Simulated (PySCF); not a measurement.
# C₆H₅F: runs on many settings, part 2 of 2

PySCF 2.14.0. Atoms count from 0.

## Step 5: Nuclear shieldings: PBE0/pcSseg-1 in dichloromethane

The job: settings as JSON, then the geometry in Å.

```
{"job": {"kind": "nmr", "xc": "PBE0", "basis": "pcSseg-1", "solvent": "dichloromethane", "pop": false, "scf": {"guess": "vsap"}}, "charge": 0, "multiplicity": 1}
F     -1.680068     0.404747    -1.429047
C     -0.752695     0.286908    -0.436690
C      0.208389     1.436334    -0.210740
C      1.286901     0.659503    -0.261594
C      0.512722    -0.616870    -0.522272
C     -0.023697    -1.270724     0.735204
C     -1.116064    -0.514342     0.797057
H      0.020796     2.477494    -0.034984
H      2.336608     0.819250    -0.108605
H      0.757345    -1.227029    -1.381355
H      0.402412    -2.029160     1.363182
H     -1.951450    -0.426798     1.463818
```

With the program's defaults for keys left out, this is: GIAO PBE0/pcSseg-1 NMR shielding, non-relativistic, IEF-PCM dichloromethane.

Log:

```text
final grid: 105712 points
cycle   1  E = -328.7743568749  dE =  9.696e-01  |g| = 2.917e+00  |ddm| = 5.999e+00
cycle   2  E = -324.1380422296  dE =  4.636e+00  |g| = 5.905e+00  |ddm| = 6.921e+00
cycle   3  E = -330.6358695314  dE = -6.498e+00  |g| = 1.303e+00  |ddm| = 3.668e+00
cycle   4  E = -330.9183724211  dE = -2.825e-01  |g| = 4.899e-01  |ddm| = 1.279e+00
cycle   5  E = -330.9491974198  dE = -3.082e-02  |g| = 6.584e-02  |ddm| = 2.903e-01
cycle   6  E = -330.9498604335  dE = -6.630e-04  |g| = 3.376e-02  |ddm| = 6.709e-02
cycle   7  E = -330.9500872512  dE = -2.268e-04  |g| = 9.279e-03  |ddm| = 3.452e-02
cycle   8  E = -330.9501064488  dE = -1.920e-05  |g| = 3.364e-03  |ddm| = 8.764e-03
cycle   9  E = -330.9501090353  dE = -2.586e-06  |g| = 3.778e-04  |ddm| = 2.826e-03
cycle  10  E = -330.9501090621  dE = -2.681e-08  |g| = 1.098e-04  |ddm| = 4.281e-04
cycle  11  E = -330.9501090647  dE = -2.624e-09  |g| = 2.891e-05  |ddm| = 1.054e-04
cycle  12  E = -330.9501090649  dE = -1.988e-10  |g| = 4.540e-06  |ddm| = 3.002e-05
converged SCF energy = -330.9501090649

GIAO shielding tensors (ppm)
atom      isotropic    diamagn.    paramagn.     s11        s22        s33       span
  0 F      380.775     471.573     -90.799    331.608    371.636    439.080    107.472
  1 C       81.662     240.260    -158.598     62.123     65.498    117.365     55.242
  2 C       35.231     253.324    -218.092    -71.676     30.319    147.051    218.728
  3 C       26.372     252.042    -225.670   -103.146     18.615    163.648    266.794
  4 C      124.643     250.750    -126.107    104.341    132.528    137.060     32.719
  5 C       26.388     252.045    -225.657   -103.190     18.653    163.702    266.892
  6 C       35.210     253.317    -218.107    -71.657     30.317    146.969    218.626
  7 H       24.749      30.961      -6.212     23.726     24.978     25.542      1.816
  8 H       24.245      30.662      -6.417     21.454     24.950     26.331      4.877
  9 H       27.271      29.774      -2.504     26.473     26.616     28.723      2.251
 10 H       24.241      30.656      -6.415     21.448     24.947     26.329      4.881
 11 H       24.749      30.958      -6.209     23.731     24.976     25.541      1.810
```

Run time: 11 s. Hardware: 1 thread of Arm Neoverse V2, shared host; peak memory 0.9 GiB.

This run: δ C3 161.3, C2 152.5, C1 106.1, C4 63.1, H8 7.45, H7 6.95 ppm (means over like atoms).

## Step 6: Spin-spin couplings: BHandHLYP/STO-3G in acetonitrile

Same as in step 5 but for these lines:

```diff
@@ -1,2 +1,2 @@
-{"job": {"kind": "nmr", "xc": "PBE0", "basis": "pcSseg-1", "solvent": "dichloromethane", "pop": false, "scf": {"guess": "vsap"}}, "charge": 0, "multiplicity": 1}
+{"job": {"kind": "j", "xc": "BHandHLYP", "basis": "STO-3G", "solvent": "acetonitrile"}, "charge": 0, "multiplicity": 1}
 F     -1.680068     0.404747    -1.429047
```

With the program's defaults for keys left out, this is: BHandHLYP/STO-3G indirect spin-spin coupling, non-relativistic, IEF-PCM acetonitrile.

Log:

```text
coarse grid: 10704 points
cycle   1  E = -326.8700158668  dE =  1.799e+00  |g| = 3.830e-01  |ddm| = 4.892e+00
cycle   2  E = -326.9126804039  dE = -4.266e-02  |g| = 2.364e-01  |ddm| = 8.822e-01
cycle   3  E = -326.9292132252  dE = -1.653e-02  |g| = 2.376e-02  |ddm| = 3.227e-01
cycle   4  E = -326.9294336172  dE = -2.204e-04  |g| = 1.003e-02  |ddm| = 5.427e-02
cycle   5  E = -326.9294633359  dE = -2.972e-05  |g| = 3.730e-03  |ddm| = 1.694e-02
cycle   6  E = -326.9294676082  dE = -4.272e-06  |g| = 4.631e-04  |ddm| = 4.922e-03
final grid: 105712 points
cycle   7  E = -326.9140240147  dE = -4.721e-06  |g| = 1.345e-03  |ddm| = 7.750e-03
cycle   8  E = -326.9140244739  dE = -4.592e-07  |g| = 7.715e-04  |ddm| = 3.245e-03
cycle   9  E = -326.9140246614  dE = -1.875e-07  |g| = 1.472e-04  |ddm| = 1.151e-03
cycle  10  E = -326.9140246676  dE = -6.221e-09  |g| = 3.454e-05  |ddm| = 2.122e-04
cycle  11  E = -326.9140246680  dE = -3.976e-10  |g| = 9.129e-06  |ddm| = 5.786e-05
converged SCF energy = -326.9140246680

Indirect spin-spin couplings (Hz)
  i      j    bonds     total        FC       PSO       DSO        SD
  0 F    1 C    1   -249.026  -235.629   -17.641     1.499     2.745
  0 F    2 C    2     13.424    12.992     0.167     0.037     0.228
  0 F    3 C    3     -4.434    -4.595     0.619    -0.274    -0.184
  0 F    4 C    2     18.551    10.125     5.607    -0.003     2.820
  0 F    5 C    3     -4.446    -4.602     0.614    -0.274    -0.184
  0 F    6 C    2     13.401    12.969     0.166     0.037     0.229
  0 F    7 H    3      0.125    -1.571     1.481    -0.572     0.786
  0 F    8 H    4      2.419     1.971     1.181    -1.567     0.834
  0 F    9 H    3     -0.610    -2.980     2.420    -0.125     0.074
  0 F   10 H    4      2.419     1.970     1.180    -1.567     0.835
  0 F   11 H    3      0.129    -1.570     1.483    -0.571     0.786
  1 C    2 C    1     39.382    39.859    -0.811     0.334         -
  1 C    3 C    2    -15.910   -15.856    -0.143     0.088         -
  1 C    4 C    1     30.476    28.855     1.288     0.333         -
  1 C    5 C    2    -15.897   -15.843    -0.143     0.088         -
  1 C    6 C    1     39.384    39.861    -0.810     0.334         -
  1 C    7 H    2     -3.441    -3.215    -0.056    -0.170         -
  1 C    8 H    3     12.472    12.949     0.009    -0.485         -
  1 C    9 H    2     -8.384    -8.647     0.342    -0.078         -
  1 C   10 H    3     12.480    12.956     0.009    -0.485         -
  1 C   11 H    2     -3.438    -3.212    -0.055    -0.170         -
  2 C    3 C    1     75.189    83.124    -8.174     0.240         -
  2 C    4 C    2    -14.517   -14.374    -0.193     0.050         -
  2 C    5 C    3     14.367    13.798     0.607    -0.038         -
  2 C    6 C    2    -11.148   -10.986    -0.179     0.017         -
  2 C    7 H    1    150.545   150.520    -1.056     1.082         -
  2 C    8 H    2    -14.779   -12.805    -1.400    -0.574         -
  2 C    9 H    3      9.785    10.419    -0.176    -0.458         -
  2 C   10 H    4     -1.402    -1.160     0.152    -0.394         -
  2 C   11 H    3      1.510     1.694     0.034    -0.219         -
  3 C    4 C    1     38.464    39.022    -0.829     0.271         -
  3 C    5 C    2    -13.750   -13.523    -0.244     0.017         -
  3 C    6 C    3     14.351    13.783     0.606    -0.037         -
  3 C    7 H    2    -14.937   -12.953    -1.393    -0.590         -
  3 C    8 H    1    150.445   150.476    -1.058     1.027         -
  3 C    9 H    2    -12.097   -12.001     0.088    -0.184         -
  3 C   10 H    3      1.907     2.091     0.024    -0.209         -
  3 C   11 H    4     -2.326    -2.078     0.158    -0.407         -
  4 C    5 C    1     38.458    39.015    -0.828     0.271         -
  4 C    6 C    2    -14.526   -14.384    -0.192     0.050         -
  4 C    7 H    3     10.940    11.537    -0.031    -0.566         -
  4 C    8 H    2     -2.889    -2.507    -0.085    -0.296         -
  4 C    9 H    1    135.345   134.713    -0.617     1.248         -
  4 C   10 H    2     -2.890    -2.509    -0.085    -0.296         -
  4 C   11 H    3     10.936    11.533    -0.031    -0.566         -
  5 C    6 C    1     75.186    83.120    -8.174     0.240         -
  5 C    7 H    4     -2.321    -2.073     0.158    -0.407         -
  5 C    8 H    3      1.906     2.091     0.024    -0.209         -
  5 C    9 H    2    -12.100   -12.004     0.088    -0.183         -
  5 C   10 H    1    150.513   150.543    -1.057     1.027         -
  5 C   11 H    2    -14.946   -12.962    -1.393    -0.590         -
  6 C    7 H    3      1.511     1.695     0.034    -0.218         -
  6 C    8 H    4     -1.407    -1.164     0.152    -0.394         -
  6 C    9 H    3      9.791    10.425    -0.176    -0.458         -
  6 C   10 H    2    -14.775   -12.801    -1.400    -0.574         -
  6 C   11 H    1    150.508   150.483    -1.056     1.082         -
  7 H    8 H    3      4.857     6.545    -0.097    -1.591         -
  7 H    9 H    4     -3.468    -1.562     0.293    -2.199         -
  7 H   10 H    5     -1.217     0.108     0.257    -1.582         -
  7 H   11 H    4     -0.554     0.104     0.126    -0.783         -
  8 H    9 H    3      1.559     2.561     0.195    -1.198         -
  8 H   10 H    4     -0.455     0.153     0.114    -0.723         -
  8 H   11 H    5     -1.221     0.105     0.257    -1.583         -
  9 H   10 H    3      1.559     2.561     0.195    -1.198         -
  9 H   11 H    4     -3.457    -1.552     0.293    -2.199         -
 10 H   11 H    3      4.861     6.549    -0.097    -1.590         -
```

It took 3.4 s on 1 thread of Arm Neoverse V2, shared host; peak memory 0.68 GiB.

It converged, yet the result is unsound: the state lies near a triplet instability (lowest triplet Hessian root 0.050 Eh), which can inflate the couplings, so they are set aside; the basis STO-3G is minimal. Its HOMO lies at -6.54 eV, against -7.34 eV in step 2 (PBE0/pcSseg-1), a different level, so the two don't compare directly.

## Step 7: Side by side: NMR shifts

Shifts (ppm) of some atoms, chosen among heavy atoms and hydrogens apart, means over like atoms, with basis size and wall time:

```
                             run     C3     C2     C1    C4    H8    H7      F0  functions  time
                   PBE0/pcSseg-1  158.5  152.5  105.0  62.0  7.21  6.84  -203.9        144  11 s
                     PW91/6-31G*  140.1  134.8  100.2  59.3  6.83  6.49  -216.7        108  13 s
PBE0/pcSseg-1 in dichloromethane  161.3  152.5  106.1  63.1  7.45  6.95  -206.6        144  11 s
```

## Step 8: What came out

This closing draws on all 2 parts.

| quantity | value |
| --- | --- |
| ¹³C shifts against TMS (PBE0/pcSseg-1, means over atoms taken as alike) | 158.5, 152.5, 105.0, 62.0 ppm |
| ¹H shifts against TMS (PBE0/pcSseg-1, means over atoms taken as alike) | 7.21, 6.84, 4.24 ppm |
| ¹⁹F shifts against CFCl3 (PBE0/pcSseg-1) | -203.9 ppm |
| lowest singlet (PBE0/def2-SVPD) | 5.21 eV (238 nm), f = 0.000 |
| brightest single state of those computed | state 6, 7.35 eV, f = 0.025 |
| lowest triplet | 3.63 eV |
| range of the shift of C3 | 140.1 to 161.3 ppm |
| property runs in this session | 5, of which 0 failed and 1 gave unsound results |

What this shows: Single values in the summary come from the first run of each kind that ended normally (PBE0/pcSseg-1; PBE0/def2-SVPD), which need not be the best level. At PBE0/pcSseg-1: The largest span, 264 ppm, is at C3, C5, where the paramagnetic term is -224 ppm. The lowest singlet, at 5.21 eV, is HOMO→LUMO 0.97 and is dark; of the 6 states computed, the strongest absorption comes from state 6 at 7.35 eV (the last computed, so partners may be missing). The lowest triplet lies 1.58 eV below the lowest singlet (triplets in Tamm-Dancoff, singlets in full TDDFT). States above −ε(HOMO) lie where TDDFT describes them poorly and they hang on the basis; the brightest is among them. In ppm, C3 (with its like atoms) moves most: its shift spreads over 21.3 ppm, from 140.1 (PW91/6-31G*) to 161.3 (PBE0/pcSseg-1 in dichloromethane).
